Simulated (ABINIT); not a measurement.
# Cd2S (P3m1) in ABINIT: single point with r2SCAN

Aim: the single point of Cd2S with r2SCAN.

Program: ABINIT 10.8.3 (patched build). These are calculated values, not measurements. Logs are shortened: lines on timing, memory, paths and dates and some standing lists are left out, and cuts for length are marked. The log counts tension as positive stress, the text compression.

## Step 1: The cell of the first run

It takes space group P3m1 (No. 156, trigonal). Conventional cell: a = 4.015 Å, b = 4.015 Å, c = 5.886 Å, α = 90.00°, β = 90.00°, γ = 120.00°. Cd (site symmetry 3m) has 1 S at 2.55 Å as nearest neighbours. Cd (site symmetry 3m) is surrounded by 3 S at 2.64 Å. S (site symmetry 3m) has 4 Cd at 2.55 to 2.64 Å as nearest neighbours.

The cell comes from a database or a generator and needn't be the stable form of this composition.

## Step 2: Single point, r2SCAN (cell stretched)

The input, run.abi:

```
pp_dirpath "./"
pseudos "Cd.GGA_PBE-JTH.xml, S.GGA_PBE-JTH.xml"

acell 4.0148164244 4.0148164244 5.8856375034 Angstrom
rprim
     1.0000000000     0.0000000000     0.0000000000
    -0.5000000000     0.8660254038     0.0000000000
     0.0000000000     0.0000000000     1.0000000000
ntypat 2
znucl 48 16
natom 3
typat 1 1 2
xred
     0.3333333333     0.6666666667     0.9327170000
     0.6666666667     0.3333333333     0.5787350000
     0.3333333333     0.6666666667     0.3657050000
chkprim 0
chksymtnons 0
tolsym 1.0e-6

ecut 26.0
pawecutdg 48.0

kptopt 1
ngkpt 6 6 4
nshiftk 1
shiftk 0.0 0.0 0.0

ixc -497498
usekden 1
pawxcdev 0

nband 19
occopt 3
tsmear 0.00183747

nstep 100
tolvrs 1.0e-7

iomode 3
prtwf 0
prtden 0
prteig 0
prtebands 0
enunit 1
prtvol 2
```

Potentials or basis: JTH PAW PBE v2.0.

Started as:

```console
> abinit run.abi > log 2>&1
```

run.abo:

```text
.Version 10.8.3 of ABINIT
 Symmetries : space group P3 m 1 (#156); Bravais hP (primitive hexag.)
================================================================================
 Values of the parameters that define the memory need of the present run
     intxc =       0    ionmov =       0      iscf =      17    lmnmax =      18
     lnmax =       6     mgfft =      54  mpssoang =       3    mqgrid =    3469
     natom =       3  nloc_mem =       2    nspden =       1   nspinor =       1
    nsppol =       1      nsym =       6    n1xccc =       1    ntypat =       2
    occopt =       3   xclevel =       2
       mpw =        3531          nfft =       69984          nkpt =          24
 PAW method is used; the additional fine FFT grid is defined by:
   mgfftf=        72    nfftf =    165888
================================================================================
================================================================================

--------------------------------------------------------------------------------
------------- Echo of variables that govern the present computation ------------
--------------------------------------------------------------------------------
 -outvars: echo values of preprocessed input variables --------
            acell      7.5869034879E+00  7.5869034879E+00  1.1122242958E+01 Bohr
              amu      1.12411000E+02  3.20660000E+01
          chkprim           0
      chksymtnons           0
             ecut      2.60000000E+01 Hartree
           enunit           1
              ixc     -497498
         kptrlatt        6    0    0      0    6    0      0    0    4
          kptrlen      4.44889718E+01
            natom           3
            nband          19
            ngfft          36      36      54
          ngfftdg          48      48      72
             nkpt          24
            nstep         100
             nsym           6
           ntypat           2
           occopt           3
        pawecutdg      4.80000000E+01 Hartree
         pawxcdev           0
           prtden           0
        prtebands           0
           prteig           0
          prtkden           1
           prtvol           2
            prtwf           0
            rprim      1.0000000000E+00  0.0000000000E+00  0.0000000000E+00
                      -5.0000000000E-01  8.6602540380E-01  0.0000000000E+00
                       0.0000000000E+00  0.0000000000E+00  1.0000000000E+00
          spgroup         156
           tolsym      1.00000000E-06
           tolvrs      1.00000000E-07
           tsmear      1.83747000E-03 Hartree
            typat      1  1  2
          usekden           1
           useylm           1
           xangst     -2.0074096626E-10  2.3179553435E+00  5.4896341553E+00
                       2.0074082120E+00  1.1589776718E+00  3.4062244205E+00
                      -2.0074096626E-10  2.3179553435E+00  2.1524070632E+00
            xcart     -3.7934544849E-10  4.3803007714E+00  1.0373905085E+01
                       3.7934517436E+00  2.1901503858E+00  6.4368312782E+00
                      -3.7934544849E-10  4.3803007714E+00  4.0674598609E+00
             xred      3.3333333330E-01  6.6666666670E-01  9.3271700000E-01
                       6.6666666663E-01  3.3333333337E-01  5.7873500000E-01
                       3.3333333330E-01  6.6666666670E-01  3.6570500000E-01
            znucl       48.00000   16.00000

================================================================================

 chkinp: Checking input parameters for consistency.

================================================================================
== DATASET  1 ==================================================================

--- !DatasetInfo
iteration_state: {dtset: 1, }
dimensions: {natom: 3, nkpt: 24, mband: 19, nsppol: 1, nspinor: 1, nspden: 1, mpw: 3531, }
cutoff_energies: {ecut:  26.0, pawecutdg:  48.0, }
electrons: {nelect:   3.00000000E+01, charge:   0.00000000E+00, occopt:   3.00000000E+00, tsmear:   1.83747000E-03, }
[... 231 lines left out ...]
   0.3333  0.3333  0.5000    1  3.14682E-07 kpt; spin; max resid(k); each band:
  3.76E-11 2.47E-11 2.16E-11 8.35E-12 1.17E-11 3.22E-12 2.17E-11 1.05E-11
  1.46E-11 8.91E-12 1.73E-11 2.90E-11 1.84E-10 1.24E-11 2.32E-10 1.27E-11
  9.60E-09 1.30E-07 3.15E-07
 reduced coordinates (array xred) for    3 atoms
       0.333333333300      0.666666666700      0.932717000000
       0.666666666633      0.333333333367      0.578735000000
       0.333333333300      0.666666666700      0.365705000000
 rms dE/dt=  1.4272E-02; max dE/dt=  3.3616E-02; dE/dt below (all hartree)
    1       0.000000000000      0.000000000000     -0.024164091585
    2      -0.000000000000      0.000000000000      0.033616176082
    3       0.000000000000      0.000000000000     -0.010921274114

 cartesian coordinates (angstrom) at end:
    1     -0.00000000020074     2.31795534353182     5.48963415525874
    2      2.00740821199926     1.15897767182386     3.40622442053020
    3     -0.00000000020074     2.31795534353182     2.15240706318090

 cartesian forces (hartree/bohr) at end:
    1     -0.00000000000000    -0.00000000000000     0.00212856002176
    2      0.00000000000000     0.00000000000000    -0.00306645935390
    3     -0.00000000000000    -0.00000000000000     0.00093789933215
 frms,max,avg= 1.2829478E-03 3.0664594E-03   0.000E+00  0.000E+00  4.403E-05 h/b

 cartesian forces (eV/Angstrom) at end:
    1     -0.00000000000000    -0.00000000000000     0.10945495714037
    2      0.00000000000000     0.00000000000000    -0.15768367991667
    3     -0.00000000000000    -0.00000000000000     0.04822872277630
 frms,max,avg= 6.5971829E-02 1.5768368E-01   0.000E+00  0.000E+00  2.264E-03 e/A
 length scales=  7.586903487912  7.586903487912 11.122242957798 bohr
              =  4.014816424400  4.014816424400  5.885637503400 angstroms
 Fermi (or HOMO) energy (eV) =   3.86192   Average Vxc (eV)=  -9.22598
 Eigenvalues (   eV  ) for nkpt=  24  k points:
 kpt#   1, nband= 19, wtk=  0.00694, kpt=  0.0000  0.0000  0.0000 (reduced coord)
  -9.48260   -5.14976   -5.14976   -5.04149   -5.04149   -4.97910   -4.77246   -4.77246
  -4.74118   -4.42468   -4.42468   -0.87799   -0.09783    2.75711    2.75711    7.03972
   8.80523   10.68883   10.68898
 kpt#   2, nband= 19, wtk=  0.04167, kpt=  0.1667  0.0000  0.0000 (reduced coord)
  -9.39995   -5.15853   -5.14317   -5.04249   -4.99759   -4.93176   -4.76081   -4.75948
  -4.68066   -4.49097   -4.41842   -0.64410    0.14111    1.92755    2.53616    7.50209
   8.78712    9.19549   10.40973
 kpt#   3, nband= 19, wtk=  0.04167, kpt=  0.3333  0.0000  0.0000 (reduced coord)
  -9.23229   -5.15305   -5.14624   -5.05397   -4.91047   -4.90308   -4.72135   -4.71495
  -4.60865   -4.43676   -4.40818   -0.51145    0.54979    1.41443    2.12344    5.87274
   7.49979    8.81200    9.81574
 kpt#   4, nband= 19, wtk=  0.02083, kpt=  0.5000  0.0000  0.0000 (reduced coord)
  -9.14759   -5.15400   -5.12767   -5.08246   -4.90607   -4.84909   -4.78139   -4.69118
  -4.54760   -4.40178   -4.27843   -0.82690    0.56380    1.92781    2.38032    4.20207
   6.97145    8.59426    9.54948
 kpt#   5, nband= 19, wtk=  0.04167, kpt=  0.1667  0.1667  0.0000 (reduced coord)
[... 64 lines left out ...]
  -9.05985   -5.30432   -5.09934   -5.09910   -5.01561   -4.85156   -4.73916   -4.73594
  -4.53590   -4.43150   -4.28409   -0.45736   -0.16421    2.11813    2.68444    5.15404
   7.21256    8.26600    9.53428
 kpt#  22, nband= 19, wtk=  0.04167, kpt=  0.1667  0.1667  0.5000 (reduced coord)
  -9.18177   -5.31099   -5.12062   -5.09701   -5.05775   -4.94586   -4.74350   -4.64032
  -4.58492   -4.46208   -4.39824   -1.37536    0.83133    2.14235    3.42458    6.37120
   7.00418    7.58847    9.71338
 kpt#  23, nband= 19, wtk=  0.08333, kpt=  0.3333  0.1667  0.5000 (reduced coord)
  -9.06075   -5.28207   -5.12563   -5.08082   -5.01275   -4.88760   -4.74221   -4.68962
  -4.54641   -4.47952   -4.25886   -0.49904    0.05764    1.61492    3.08280    5.35073
   6.59096    7.87942    9.55751
 kpt#  24, nband= 19, wtk=  0.01389, kpt=  0.3333  0.3333  0.5000 (reduced coord)
  -9.02106   -5.24744   -5.14559   -5.07067   -4.96307   -4.94214   -4.72543   -4.66422
  -4.55447   -4.52647   -4.16567   -0.21603    0.19664    0.97698    3.28190    4.88915
   5.64420    9.01602    9.43607
 Total charge density [el/Bohr^3]
)     Maximum=    7.6849E-01  at reduced coord.    0.3333    0.6667    0.9306
)Next maximum=    7.6706E-01  at reduced coord.    0.6667    0.3333    0.5833
)     Minimum=   -2.1790E-01  at reduced coord.    0.3333    0.6667    0.3611
)Next minimum=   -2.1091E-01  at reduced coord.    0.3333    0.6667    0.3750
   Integrated=    3.0000E+01

--- !EnergyTerms
iteration_state     : {dtset: 1, }
comment             : Components of total free energy in Hartree
kinetic             :  2.99982754769303E+01
hartree             :  2.70668119472971E+01
xc                  : -9.37495071302216E+00
Ewald energy        : -7.57577467719327E+01
psp_core            :  2.97072764938480E+00
local_psp           : -8.37304448228979E+01
PAW spherical_terms :  4.29640807047240E+01
internal            : -6.58632465295165E+01
'-kT*entropy'       : -1.03881564901893E-04
total_energy        : -6.58633504110814E+01
total_energy_eV     : -1.79223306749033E+03
...

--- !EnergyTermsDC
iteration_state     : {dtset: 1, }
comment             : '"Double-counting" decomposition of free energy'
band_energy         : -3.89577102471538E+00
Ewald energy        : -7.57577467719327E+01
psp_core            :  2.97072764938480E+00
xc_dc               : -2.50389946295500E+01
PAW spherical_terms :  3.58585532877422E+01
internal            : -6.58632314890710E+01
'-kT*entropy'       : -1.03881564901893E-04
total_energy_dc     : -6.58633353706359E+01
total_energy_dc_eV  : -1.79223265821896E+03
...

--- !EnergyTermsWithPAWCore
iteration_state     : {dtset: 1, }
comment             : 'Components of total free energy, including PAW core contributions'
Total energy        : -1.15897346058100E+04
Total energy DC     : -1.15897345907695E+04
Total energy (eV)   : -3.15372744847107E+05
Total energy DC (eV): -3.15372744437836E+05
...

 Cartesian components of stress tensor (hartree/bohr^3)
  sigma(1 1)=  1.09416467E-04  sigma(3 2)=  0.00000000E+00
  sigma(2 2)=  1.09416467E-04  sigma(3 1)=  0.00000000E+00
  sigma(3 3)=  1.41749303E-04  sigma(2 1)=  0.00000000E+00

-Cartesian components of stress tensor (GPa)         [Pressure= -3.5362E+00 GPa]
- sigma(1 1)=  3.21914359E+00  sigma(3 2)=  0.00000000E+00
- sigma(2 2)=  3.21914359E+00  sigma(3 1)=  0.00000000E+00
- sigma(3 3)=  4.17040847E+00  sigma(2 1)=  0.00000000E+00

== END DATASET(S) ==============================================================
================================================================================

 -outvars: echo values of variables after computation  --------
            acell      7.5869034879E+00  7.5869034879E+00  1.1122242958E+01 Bohr
           etotal     -6.5863335371E+01
            fcart     -2.8392560706E-28 -1.6392452566E-28  2.1285600218E-03
                       4.2588841059E-28  2.4588678850E-28 -3.0664593539E-03
                      -1.4196280353E-28 -8.1962262832E-29  9.3789933215E-04
            rprim      1.0000000000E+00  0.0000000000E+00  0.0000000000E+00
                      -5.0000000000E-01  8.6602540380E-01  0.0000000000E+00
                       0.0000000000E+00  0.0000000000E+00  1.0000000000E+00
           strten      1.0941646678E-04  1.0941646658E-04  1.4174930283E-04
                       0.0000000000E+00  0.0000000000E+00  0.0000000000E+00
           xangst     -2.0074096626E-10  2.3179553435E+00  5.4896341553E+00
                       2.0074082120E+00  1.1589776718E+00  3.4062244205E+00
                      -2.0074096626E-10  2.3179553435E+00  2.1524070632E+00
             xred      3.3333333330E-01  6.6666666670E-01  9.3271700000E-01
                       6.6666666663E-01  3.3333333337E-01  5.7873500000E-01
                       3.3333333330E-01  6.6666666670E-01  3.6570500000E-01
 Calculation completed.
```

Wall time 7.7 min (1 thread of Intel Xeon Platinum 8488C (Sapphire Rapids), shared host); peak memory 0.23 GiB.

What came out:

```yaml
Free_energy: -1792.2327 eV
Pressure: -3.5 GPa
Largest_force: 0.158 eV/Å
Band_gap_on_the_k_mesh: 0.18 eV, indirect (least direct gap 0.52 eV)
Valence_electrons_inside_the_program's_atomic_spheres: Cd 10.34, 10.39; S 3.53
```

Forces on the atoms (eV/Å):
```
Cd   0.000  0.000  0.109
Cd   0.000  0.000 -0.158
S    0.000  0.000  0.048
```

Stress tensor (GPa, compression positive):
```
-3.22  0.00  0.00
 0.00 -3.22  0.00
 0.00  0.00 -4.17
```

Levels at points of the mesh, in eV from the valence-band top:
```csv
k point,band 11,band 12,band 13,band 14,band 15,band 16,band 17,band 18,band 19
"(0.00, 0.00, 0.00)",-8.21,-4.66,-3.88,-1.03,-1.03,3.26,5.02,6.90,6.90
"(0.50, 0.00, 0.00)",-8.06,-4.61,-3.22,-1.86,-1.40,0.42,3.19,4.81,5.76
"(0.00, 0.00, 0.50)",-8.22,-6.13,-0.95,-0.95,-0.48,1.16,4.90,6.46,6.46
"(0.50, 0.00, 0.50)",-8.07,-4.24,-3.95,-1.67,-1.10,1.37,3.43,4.48,5.75
```

Caveat: totals of a meta-GGA on PAW files have another zero than those of a GGA; the PAW data sets were made with another functional, which shifts forces and pressure a little.
